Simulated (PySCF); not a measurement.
# C2H7BN2: geometry, NMR shifts, spin-spin couplings, electronic excitations and core binding energies

Aim: predict the NMR shifts, spin-spin couplings, electronic excitations and core binding energies of C2H7BN2 (`C=CB(N)N`).

Computed with PySCF 2.14.0, with density-fitted response routines of our own, on a single molecule in the gas phase. Atoms are numbered from 0 throughout.

## Step 1: The molecule as given

12 atoms, charge 0, multiplicity 1; geometry from: GFN2-xTB.

Bonds of the start (Å): C0–C1 1.33, C1–B2 1.57, B2–N3 1.41, B2–N4 1.40, C0–H5 1.08, C0–H6 1.08, C1–H7 1.09, N3–H8 1.00, N3–H9 1.00, N4–H10 1.00, N4–H11 1.00.

## Step 2: Optimising the geometry at PBE0-D3(BJ)/def2-SVP

Job settings and geometry (Å):

```
{"job": {"xc": "PBE0", "basis": "def2-SVP", "d3": "d3bj", "grid": 1, "kind": "geom"}, "charge": 0, "multiplicity": 1}
C      2.018543     0.146368    -0.077496
C      0.846887     0.610829     0.334241
B     -0.562279    -0.018793     0.037651
N     -1.714717     0.733628     0.327050
N     -0.691214    -1.309657    -0.499532
H      2.956709     0.629360     0.154760
H      2.097822    -0.745047    -0.680711
H      0.860731     1.521019     0.927436
H     -1.683470     1.665773     0.696523
H     -2.648719     0.407009     0.154744
H      0.095552    -1.896139    -0.705343
H     -1.574646    -1.745038    -0.695350
```

**Question.** This job is followed by: GIAO PBE0/pcSseg-1 NMR shielding, non-relativistic, gas phase; B3LYP/pcJ-1 indirect spin-spin coupling, non-relativistic, gas phase; TDDFT PBE0/def2-SVPD, vertical, gas phase, core orbitals frozen in the response; GIAO wB97X-D/pcSseg-2 NMR shielding, non-relativistic, gas phase; delta-SCF UKS SCAN, pcX-2 on the ionised atom, pcseg-1 elsewhere, spin-free X2C. Predict these results of the whole session: point group; rotational constants (main isotopes); 13C shifts against TMS (PBE0/pcSseg-1); 1H shifts against TMS (PBE0/pcSseg-1, means over atoms taken as alike); 11B shifts against BF3·OEt2 (PBE0/pcSseg-1); 15N shifts against NH3 (PBE0/pcSseg-1, means over atoms taken as alike); largest coupling of the table (B3LYP/pcJ-1); lowest singlet (PBE0/def2-SVPD); brightest single state of those computed; lowest triplet; vertical ionisation energy (ΔSCF); C1s binding energies, SCAN/pcX-2; B1s binding energies, SCAN/pcX-2; N1s binding energies, SCAN/pcX-2; range of the shift of N3.

As calculated:

| quantity | value |
| --- | --- |
| point group | C1 |
| rotational constants (main isotopes) | 8.35, 3.74, 2.63 GHz |
| 13C shifts against TMS (PBE0/pcSseg-1) | 147.5, 135.4 ppm |
| 1H shifts against TMS (PBE0/pcSseg-1, means over atoms taken as alike) | 6.19, 5.91, 5.89, 1.99 ppm |
| 11B shifts against BF3·OEt2 (PBE0/pcSseg-1) | 25.2 ppm |
| 15N shifts against NH3 (PBE0/pcSseg-1, means over atoms taken as alike) | 61.8 ppm |
| largest coupling of the table (B3LYP/pcJ-1) | 1J(C,H) C0–H5, 165.5 Hz |
| lowest singlet (PBE0/def2-SVPD) | 5.74 eV (216 nm), f = 0.035 |
| brightest single state of those computed | state 4, 6.76 eV, f = 0.228 |
| lowest triplet | 4.04 eV |
| vertical ionisation energy (ΔSCF) | 9.09 eV |
| C1s binding energies, SCAN/pcX-2 | C0 289.97, C1 289.68 eV |
| B1s binding energies, SCAN/pcX-2 | B2 195.40 eV |
| N1s binding energies, SCAN/pcX-2 | N3 404.55 eV |
| range of the shift of N3 | 56.4 to 61.8 ppm |

What this shows: Over 8 steps the energy fell by 0.041 eV; of the close pairs, C0–H6 changed most, 1.079 to 1.097 Å. No frequency check was run at this level, so the end point may be a saddle. At PBE0/pcSseg-1: The widest tensor belongs to C1: span 257 ppm, with a paramagnetic part of -221 ppm. In the run at B3LYP/pcJ-1, the largest coupling of the table is C0–H5, 165.5 Hz, of which the Fermi-contact term gives 164.6 Hz. Couplings across rotatable bonds belong to this one conformer; where others are populated, the observed values are averages. The lowest singlet, at 5.74 eV, is HOMO→LUMO 0.98 and is weak; of the 10 states computed, the strongest absorption comes from state 4 at 6.76 eV. The lowest triplet lies 1.69 eV below the lowest singlet (triplets in Tamm-Dancoff, singlets in full TDDFT). ΔSCF puts the ionisation energy at 9.09 eV, 2.14 eV above −ε(HOMO). The C1s levels kept as sound span 0.29 eV, from C1 (alkene CH) up to C0 (terminal =CH2 carbon). In ppm, N3 (with its like atoms) moves most: its shift spreads over 5.4 ppm, from 56.4 (wB97X-D/pcSseg-2) to 61.8 (PBE0/pcSseg-1). Most of that comes from the computed reference, not from the atom's own shielding.
